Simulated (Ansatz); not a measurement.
# F₃HSTi: small, medium and large basis sets

How large a basis does F₃HSTi need? Two functionals are run in growing sets.

Computed with Ansatz 0.2.0, Gaussian basis. Level: one geometry, several basis sets.

The runs, in order: PBE0-D4/def2-SVP; ωB97M-V/def2-SVP; PBE0-D4/def2-QZVPP; ωB97M-V/def2-QZVPP; the functionals' def2-TZVPP values are taken from earlier runs.

**1. The relaxed structure**

An earlier PBE0-D4 in a triple-zeta def2 set relaxation fixed the geometry.

SMILES `[F][Ti]([F])([F])[SH]`, 6 atoms, charge 0, spin multiplicity 1.

Atoms are counted from 1 here; the program's logs count them from 0.

Bond lengths: F1–Ti2 1.744 Å, Ti2–F3 1.738 Å, Ti2–F4 1.744 Å, Ti2–S5 2.273 Å, S5–H6 1.349 Å. Angles: F1–Ti2–F3 112.2°, F1–Ti2–F4 107.8°, F1–Ti2–S5 109.5°, F3–Ti2–F4 112.1°, F3–Ti2–S5 105.7°, F4–Ti2–S5 109.6°, Ti2–S5–H6 90.7°.

**2. PBE0-D4 in def2-SVP**

in.yaml reads:

```yaml
crystal:
  periodic: [false, false, false]
  atoms:
    - {symbol: F, position_ang: [-0.602407, -0.810958, 1.573063]}
    - {symbol: Ti, position_ang: [0.266618, -0.469749, 0.099535]}
    - {symbol: F, position_ang: [1.965139, -0.805166, 0.247586]}
    - {symbol: F, position_ang: [-0.474670, -1.392847, -1.181675]}
    - {symbol: S, position_ang: [0.116597, 1.748065, -0.375175]}
    - {symbol: H, position_ang: [-1.229277, 1.666655, -0.409635]}
basis:
  gaussian: {orbitals: def2-SVP}
hamiltonian: {xc: pbe0, dispersion: d4}
output: {orbitals: {seedname: orbitals}}
```

Run with:

```sh
$ ansatz run in.yaml --threads 4 --pin off --events-out ev --progress --plain --max-ram 10444MiB
```

Further steps of the session: ωB97M-V in def2-SVP; PBE0-D4 in def2-QZVPP; ωB97M-V in def2-QZVPP.

Q: Predict the results of all the runs planned. Wanted: PBE0-D4: double and triple zeta above quadruple; ωB97M-V: double and triple zeta above quadruple.

As calculated:

```
                                       quantity           value
PBE0-D4: double and triple zeta above quadruple  18.36, 1.20 eV
ωB97M-V: double and triple zeta above quadruple  18.46, 1.12 eV
```

In words: PBE0-D4 gains 17.16 eV from double to triple zeta, then 1.20 eV more. Total energies overstate the basis error of differences, where much of it tends to cancel.
